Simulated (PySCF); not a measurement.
# SiTe: from the state search to spectroscopic constants, part 2 of 2

PySCF 2.14.0; Si x2c-SVPall, Te x2c-SVPall; spin-free X2C with a Gaussian nucleus. The steps go on from the part before.

## (12) RHF (mean field)

Output of the SCF at 2.277 Å:

```text
******** <class 'pyscf.scf.hf_symm.SymAdaptedRHF'> ********
method = SymAdaptedRHF
initial guess = minao
damping factor = 0
level_shift factor = 0
DIIS = <class 'pyscf.scf.diis.CDIIS'>
diis_start_cycle = 1
diis_space = 10
diis_damp = 0
SCF conv_tol = 1e-09
SCF conv_tol_grad = None
SCF max_cycles = 60
direct_scf = False
max_memory 909 MB (current use 346 MB)
Overwritten attributes  get_j get_hcore get_jk get_occ get_k  of <class 'pyscf.scf.hf_symm.SymAdaptedRHF'>
<class 'pyscf.scf.hf_symm.SymAdaptedRHF'> does not have attributes  refdm
Set gradient conv threshold to 3.16228e-05
init E= -7079.54570248468
cycle= 1 E= -7079.55502711825  delta_E= -0.00932  |g|= 0.0397  |ddm|= 0.401
cycle= 2 E= -7079.55574077812  delta_E= -0.000714  |g|= 0.0196  |ddm|= 0.143
cycle= 3 E= -7079.5559585213  delta_E= -0.000218  |g|= 0.0101  |ddm|= 0.0448
cycle= 4 E= -7079.55602459029  delta_E= -6.61e-05  |g|= 0.00234  |ddm|= 0.0367
cycle= 5 E= -7079.55603197654  delta_E= -7.39e-06  |g|= 0.00092  |ddm|= 0.0112
cycle= 6 E= -7079.55603329342  delta_E= -1.32e-06  |g|= 0.000166  |ddm|= 0.00577
cycle= 7 E= -7079.55603333015  delta_E= -3.67e-08  |g|= 1.79e-05  |ddm|= 0.000949
cycle= 8 E= -7079.55603333041  delta_E= -2.65e-10  |g|= 3.94e-06  |ddm|= 8.14e-05
Extra cycle  E= -7079.55603333042  delta_E= -1.09e-11  |g|= 1.59e-06  |ddm|= 1.6e-05
converged SCF energy = -7079.55603333042
```

Re = 2.250 Å, ωe = 539 cm⁻¹, ωexe = 1.12 cm⁻¹, αe = 0.000434 cm⁻¹, Be = 0.1447 cm⁻¹, De = 2.38 eV, μ = -1.15 D.

## (13) Correlated methods on the Hartree–Fock reference

Reference: RHF; core orbitals frozen: 23.

Output of the coupled-cluster run at 2.277 Å:

```text
******** <class 'pyscf.cc.ccsd.CCSD'> ********
CC2 = 0
CCSD nocc = 10, nmo = 31
frozen orbitals [0, 1, 2, 3, 4, 5, 6, 7, 8, 9, 10, 11, 12, 13, 14, 15, 16, 17, 18, 19, 20, 21, 22]
max_cycle = 80
direct = 0
conv_tol = 1e-07
conv_tol_normt = 1e-05
diis_space = 8
diis_start_cycle = 0
diis_start_energy_diff = 1e+09
max_memory 909 MB (current use 346 MB)
Init t2, MP2 energy = -7079.74814413607  E_corr(MP2) -0.192110805645896
Init E_corr(CCSD) = -0.192110805647559
cycle = 1  E_corr(CCSD) = -0.19686058718252  dE = -0.00474978153  norm(t1,t2) = 0.0832478
cycle = 2  E_corr(CCSD) = -0.206345387509322  dE = -0.00948480033  norm(t1,t2) = 0.0325913
cycle = 3  E_corr(CCSD) = -0.206257217849384  dE = 8.81696599e-05  norm(t1,t2) = 0.0205593
cycle = 4  E_corr(CCSD) = -0.208478432083362  dE = -0.00222121423  norm(t1,t2) = 0.00950874
cycle = 5  E_corr(CCSD) = -0.208371850991787  dE = 0.000106581092  norm(t1,t2) = 0.00205403
cycle = 6  E_corr(CCSD) = -0.208300467372589  dE = 7.13836192e-05  norm(t1,t2) = 0.000506338
cycle = 7  E_corr(CCSD) = -0.208318233975019  dE = -1.77666024e-05  norm(t1,t2) = 0.00016714
cycle = 8  E_corr(CCSD) = -0.208315702450625  dE = 2.53152439e-06  norm(t1,t2) = 3.27136e-05
cycle = 9  E_corr(CCSD) = -0.208315252677734  dE = 4.49772891e-07  norm(t1,t2) = 1.04128e-05
cycle = 10  E_corr(CCSD) = -0.208315369319643  dE = -1.16641909e-07  norm(t1,t2) = 2.53454e-06
cycle = 11  E_corr(CCSD) = -0.20831538019687  dE = -1.08772269e-08  norm(t1,t2) = 8.7208e-07
CCSD converged
E(CCSD) = -7079.76434871062  E_corr = -0.2083153801968698
CCSD(T) correction = -0.0119352094464751
```

Correlation energy (eV) along the bond:

```
R (Å)     MP2  SCS-MP2    CCSD  CCSD(T)     T1
1.958  -4.976   -4.781     n/a      n/a    n/a
2.049  -5.040   -4.843  -5.516   -5.774  0.015
2.140  -5.110   -4.911  -5.574   -5.856  0.017
2.209  -5.167   -4.966  -5.621   -5.922  0.020
2.277  -5.228   -5.025  -5.669   -5.993  0.022
2.345  -5.291   -5.086  -5.718   -6.069  0.025
2.436  -5.378   -5.170  -5.785   -6.175  0.030
2.550  -5.488   -5.275  -5.871   -6.319  0.036
2.687  -5.604   -5.389  -5.972   -6.504  0.046
2.869  -5.672   -5.463     n/a      n/a    n/a
```

RHF-MP2: Re = 2.290 Å, ωe = 492 cm⁻¹, ωexe = 1.09 cm⁻¹, αe = 0.000473 cm⁻¹, Be = 0.1396 cm⁻¹, De = 4.40 eV.

RHF-SCS-MP2: Re = 2.288 Å, ωe = 494 cm⁻¹, ωexe = 1.11 cm⁻¹, αe = 0.000472 cm⁻¹, Be = 0.1398 cm⁻¹, De = 4.23 eV.

RHF-CCSD: Re = 2.281 Å, ωe = 504 cm⁻¹, ωexe = 1.16 cm⁻¹, αe = 0.000463 cm⁻¹, Be = 0.1408 cm⁻¹, De = 4.00 eV.

RHF-CCSD(T): Re = 2.298 Å, ωe = 479 cm⁻¹, ωexe = 1.38 cm⁻¹, αe = 0.000518 cm⁻¹, Be = 0.1386 cm⁻¹, De = 4.28 eV.

## (14) The curves together

Energy (eV) from each level's lowest point:

```
R (Å)    RHF  RHF-MP2  RHF-SCS-MP2  RHF-CCSD  RHF-CCSD(T)    PBE  PBEsol  r²SCAN  B3LYP   PBE0  BHandHLYP  ωB97X
1.958  1.535    1.787        1.779       n/a          n/a  1.776   1.689   1.699  1.711  1.614      1.552  1.447
2.049  0.635    0.823        0.817     0.788        0.855  0.832   0.774   0.771  0.783  0.712      0.662  0.586
2.140  0.161    0.279        0.275     0.255        0.299  0.292   0.259   0.252  0.261  0.217      0.186  0.139
2.209  0.013    0.074        0.072     0.061        0.084  0.083   0.067   0.062  0.067  0.045      0.028  0.004
2.277  0.000    0.000        0.000     0.000        0.000  0.000   0.000   0.000  0.000  0.000      0.000  0.000
2.345  0.091    0.027        0.030     0.041        0.015  0.015   0.029   0.036  0.031  0.054      0.071  0.096
2.436  0.331    0.180        0.186     0.214        0.149  0.145   0.177   0.196  0.183  0.238      0.279  0.340
2.550  0.761    0.501        0.510     0.559        0.436  0.431   0.482   0.518  0.496  0.591      0.664  0.772
2.687  1.385    1.008        1.020     1.082        0.874  0.876   0.949   1.007  0.975  1.118      1.229  1.397
2.869  2.276    1.832        1.837       n/a          n/a  1.539   1.636   1.725  1.683  1.888      2.049  2.297
```

The whole job (state search and all levels along the bond) took 3.4 min on 1 thread of Arm Neoverse N1 (shared host), peak memory 0.65 GiB.

## (15) What came out

This closing draws on all 2 parts.

Lowest PBE0 solution found, without spin–orbit coupling: ¹Σ⁺ (singlet), closed shell. State 2 has its PBE0 minimum 2.04 eV higher. State 3 has its PBE0 minimum 4.07 eV higher. The other levels ran on the lowest alone.

```
      level  Re (Å)  ωe (cm⁻¹)  De (eV)  μ (D)
        RHF   2.250        539     2.38  -1.15
    RHF-MP2   2.290        492     4.40    n/a
RHF-SCS-MP2   2.288        494     4.23    n/a
   RHF-CCSD   2.281        504     4.00    n/a
RHF-CCSD(T)   2.298        479     4.28    n/a
        PBE   2.299        474     4.99  -0.34
     PBEsol   2.288        481     5.30  -0.37
     r²SCAN   2.283        491     4.67  -0.42
      B3LYP   2.287        486     4.63  -0.60
       PBE0   2.271        504     4.65  -0.54
  BHandHLYP   2.260        517     4.22  -0.81
      ωB97X   2.245        535     4.61  -0.55
```

De is counted to Si + Te in their ground configurations. A positive dipole means Si(−)Te(+).

Time per point (s) on 1 thread of Arm Neoverse N1, shared host (CPU time, shared integrals of 1 s apart; correlated levels include their reference; CCSD comes with the CCSD(T) run); the times are rough: RHF 0.11, RHF-MP2 0.17, RHF-SCS-MP2 0.17, RHF-CCSD(T) 1, PBE 1.3, PBEsol 1.1, r²SCAN 1.6, B3LYP 1.2, PBE0 2, BHandHLYP 0.99, ωB97X 2.2.

The methods spread over 0.054 Å in bond length, from ωB97X to PBE. Of the levels with a De here, RHF gives the least (2.38 eV) and PBEsol the most (5.30 eV).

Correlated steps freeze 23 core orbitals. These are scalar-relativistic numbers at best; spin–orbit coupling would shift them, the dissociation energy most. T1 is 0.022 near the minimum (highest on the curve 0.046), which may point to more than one leading configuration.
